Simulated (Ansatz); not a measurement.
The system is Ta3AsAu2O13.

```
CELL_PARAMETERS angstrom
5.88672 -0.00071 0.00161
2.20057 5.91386 -0.00164
1.84923 1.74129 7.56108
ATOMIC_POSITIONS crystal
Ta 0.39605 0.05000 0.58683
Ta 0.95891 0.61806 0.76348
Ta 0.06984 0.27356 0.18903
As 0.07072 0.88917 0.02743
Au 0.21939 0.67567 0.38144
Au 0.68925 0.45927 0.56874
O 0.16689 0.59518 0.16534
O 0.86104 0.11514 0.11677
O 0.26950 0.96377 0.83676
O 0.87527 0.82792 0.92000
O 0.70329 0.78261 0.54686
O 0.17528 0.40817 0.59350
O 0.27798 0.92640 0.17203
O 0.64612 0.14878 0.61595
O 0.14281 0.39538 0.93941
O 0.30048 0.17203 0.35732
O 0.19051 0.80386 0.59347
O 0.70787 0.47140 0.81379
O 0.77878 0.42364 0.31185
```

The cell was built by a generator and needn't be a form met in nature.

| Item | Value |
| --- | --- |
| Program | Ansatz 0.2.0 |
| Task | relaxation of cell and atoms |
| Functional | PBEsol |
| Dispersion | D3(BJ) |
| Potentials or basis | Ansatz PAW |
| Cutoff | 420 eV (not typed: the program's choice for these potentials) |
| k mesh | 4 × 4 × 3 |
| Occupations | fermi-dirac, width 0.05 eV |
| Spin | no spin polarisation |

At the start: volume 13.85 Å³/atom.

Problem. Where does the relaxation end?

Solution. It ends after 24 steps and the volume is 12.32 Å³/atom (-11.1 %); space group P1 (No. 1, to 0.05 Å).

Step by step:
```tsv
step	energy change (eV)	largest force (eV/Å)	volume (Å³)
1	0.0000	0.4233	263.24
2	-0.3597	0.7889	242.79
3	-0.4018	0.3378	246.72
4	-0.4183	0.2643	246.02
5	-0.4495	0.1986	243.58
6	-0.4962	0.2229	240.01
7	-0.5818	0.6132	235.06
8	-0.6043	0.2074	236.29
9	-0.6032	0.2010	236.85
10	-0.6117	0.0399	236.13
11	-0.6153	0.0673	235.69
12	-0.6153	0.0226	235.76
13	-0.6152	0.0199	235.77
14	-0.6154	0.0114	235.73
15	-0.6154	0.0053	235.75
16	-0.5601	0.0047	235.75
17	-0.5659	0.0883	234.75
18	-0.5704	0.0435	234.11
19	-0.5698	0.0172	234.33
20	-0.5701	0.0295	234.27
21	-0.5700	0.0131	234.29
22	-0.5640	0.0131	234.29
23	-0.5648	0.0114	234.13
24	-0.5640	0.0114	234.13
```

Final structure:
```cif
data_structure
_symmetry_space_group_name_H-M 'P 1'
_symmetry_Int_Tables_number 1
_cell_length_a 5.7369
_cell_length_b 6.0339
_cell_length_c 7.9740
_cell_angle_alpha 71.242
_cell_angle_beta 73.298
_cell_angle_gamma 65.574
_cell_volume 234.13
loop_
_atom_site_label
_atom_site_type_symbol
_atom_site_fract_x
_atom_site_fract_y
_atom_site_fract_z
_atom_site_occupancy
Ta1 Ta 0.39052 0.04673 0.57688 1
Ta2 Ta 0.92076 0.67392 0.75545 1
Ta3 Ta 0.07921 0.28314 0.17920 1
As1 As 0.03991 0.90679 0.02729 1
Au1 Au 0.23716 0.67880 0.37103 1
Au2 Au 0.71293 0.41001 0.59229 1
O1 O 0.15788 0.60190 0.16983 1
O2 O 0.83751 0.14347 0.12822 1
O3 O 0.24551 0.96534 0.82843 1
O4 O 0.82286 0.85532 0.94393 1
O5 O 0.72519 0.74956 0.53186 1
O6 O 0.19111 0.40892 0.58999 1
O7 O 0.29477 0.93170 0.15007 1
O8 O 0.68548 0.06937 0.64397 1
O9 O 0.13950 0.42544 0.92844 1
O10 O 0.32854 0.16897 0.34037 1
O11 O 0.20978 0.80878 0.58203 1
O12 O 0.71287 0.47168 0.82383 1
O13 O 0.76849 0.40017 0.33690 1
```

Caveat: the plane-wave basis is chosen anew once the cell has moved, so the energies of steps on either side of that aren't comparable; the pressure holds a Pulay correction of +0.7 GPa for the finite cutoff; the PAW data sets come from PBE, with cores solved anew for the run's functional, which leaves a small shift of forces and pressure.
